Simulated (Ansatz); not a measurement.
# BBrF3H: the cost of one run

Method: RKS PBE0/def2-SVP, in Ansatz 0.2.0.

## 1. The structure to begin with

Bond lengths: B1–F2 1.670 Å, B1–F3 1.320 Å, B1–F4 1.320 Å, B1–Br5 2.340 Å, Br5–H6 1.506 Å. Angles: F2–B1–F3 120.0°, F2–B1–F4 120.0°, F2–B1–Br5 71.6°, F3–B1–F4 120.0°, F3–B1–Br5 97.0°, F4–B1–Br5 101.2°, B1–Br5–H6 58.3°.

As a file:

```xyz
6

B     0.0000    0.0000    0.0000
F     0.0000    0.0000    1.6700
F     1.1431    0.0000   -0.6600
F    -1.1431    0.0000   -0.6600
Br    0.0978   -2.2185    0.7379
H     0.0469   -1.0647    1.7044
```

## 2. A restrained relaxation towards end A

Springs on the bonds that form and break draw the guess towards this end; the thresholds are loose.

Input file input.yaml:

```yaml
crystal:
  periodic: [false, false, false]
  atoms:
    - { symbol: B, position_ang: [0.0, 0.0, 0.0] }
    - { symbol: F, position_ang: [0.0, 0.0, 1.67] }
    - { symbol: F, position_ang: [1.1431, 0.0, -0.66] }
    - { symbol: F, position_ang: [-1.1431, 0.0, -0.66] }
    - { symbol: Br, position_ang: [0.0978, -2.2185, 0.7379] }
    - { symbol: H, position_ang: [0.0469, -1.0647, 1.7044] }
basis:
  gaussian: { orbitals: def2-SVP }
hamiltonian:
  xc: pbe0
relax:
  f_tol: 0.15
  max_steps: 25
  restrain:
    - { distance: [0, 4], at: 3.24, k: 30.0 }
    - { distance: [5, 1], at: 2.12, k: 30.0 }
    - { distance: [0, 1], at: 1.32, k: 30.0 }
    - { distance: [5, 4], at: 1.55, k: 30.0 }
```

On the command line:

```
ansatz run input.yaml --threads 2 --pin off --max-ram 3072MiB --backend cpu --events-out ev --progress --plain --runs-dir out
```

**Question.** How long does this run take on 2 threads of Arm Neoverse V1, shared host, and how much memory does it need?

About 19 s, with a peak of 0.2 GiB.
